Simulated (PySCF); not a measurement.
# BeCl: changing the method

What do other methods print for BeCl?

Program: PySCF 2.14.0. Level of theory: each script names its method and basis. These are calculated values, not measurements.

4 further runs of the same task are left out: 4 that didn't finish.

**1. Starting geometry**

BeCl: 2 atoms, charge 0, spin multiplicity 2.

Bond lengths: Be1–Cl2 1.795 Å.

**2. The base run**

File input.py:

```python
from pyscf import gto, dft

mol = gto.M(
    atom='Be 0 0 0; Cl 0 0 1.795',
    basis='6-31g*',
    charge=0,
    spin=1,
    symmetry=True,
    verbose=4,
)
mf = dft.UKS(mol, xc='r2scan')
mf.kernel()
mf.dip_moment()
print('orbital energies (hartree):', [e[max(0, n-3):n+3].round(4) for e, n in zip(mf.mo_energy, mol.nelec)])
```

The run is started by

```
$ OMP_NUM_THREADS=1 python input.py
```

**3. Pbesol**

Run 1 changes functional: r2scan → pbesol.

Changes to input.py since step 2:

```diff
@@ -10,3 +10,3 @@
 )
-mf = dft.UKS(mol, xc='r2scan')
+mf = dft.UKS(mol, xc='pbesol')
 mf.kernel()
```

**4. Revtpss**

Run 2 changes functional: r2scan → revtpss.

Changes to input.py since step 2:

```diff
@@ -10,3 +10,3 @@
 )
-mf = dft.UKS(mol, xc='r2scan')
+mf = dft.UKS(mol, xc='revtpss')
 mf.kernel()
```

**5. CASSCF (ROHF)**

Run 3 changes step after the SCF: none → casscf; SCF type: UKS → ROHF; functional: r2scan → none (Hartree–Fock); active space: none → 5 electrons in 6 orbitals.

File input.py:

```python
from pyscf import gto, scf, mcscf

mol = gto.M(
    atom='Be 0 0 0; Cl 0 0 1.795',
    basis='6-31g*',
    charge=0,
    spin=1,
    symmetry=True,
    verbose=4,
)
mf = scf.ROHF(mol)
mf.kernel()
mc = mcscf.CASSCF(mf, 6, 5)
mc.kernel()
mc.analyze()
mf.dip_moment()
print('orbital energies (hartree):', mf.mo_energy[..., max(0, mol.nelec[1]-3):mol.nelec[0]+3].round(4))
```

**6. ROKS**

Run 4 changes SCF type: UKS → ROKS.

File input.py:

```python
from pyscf import gto, dft

mol = gto.M(
    atom='Be 0 0 0; Cl 0 0 1.795',
    basis='6-31g*',
    charge=0,
    spin=1,
    symmetry=True,
    verbose=4,
)
mf = dft.ROKS(mol, xc='r2scan')
mf.kernel()
mf.dip_moment()
print('orbital energies (hartree):', mf.mo_energy[..., max(0, mol.nelec[1]-3):mol.nelec[0]+3].round(4))
```

**7. Pw91**

Run 5 changes functional: r2scan → pw91.

Changes to input.py since step 2:

```diff
@@ -10,3 +10,3 @@
 )
-mf = dft.UKS(mol, xc='r2scan')
+mf = dft.UKS(mol, xc='pw91')
 mf.kernel()
```

**Question.** What will these runs give? Wanted: for each run, E(SCF); from base; gap, α spin; SCF dipole; after the SCF.

As calculated:

```csv
run,E(SCF) (hartree),from base (eV),cycles,"gap, α spin (eV)",SCF dipole (D),after the SCF
base,-474.894726,0,8,3.89,0.98,n/a
pbesol,-473.927278,not comparable,8,3.31,0.83,n/a
revtpss,-474.786883,not comparable,8,3.80,0.83,n/a
CASSCF (ROHF),-474.149451,not comparable,9,n/a,1.29,CASSCF correlation -0.502 eV
ROKS,-474.894348,+0.0103,8,n/a,0.98,n/a
pw91,-474.902196,not comparable,8,3.41,0.82,n/a
```

In words: Total energies of different functionals can't be compared with each other; differences within one functional can.
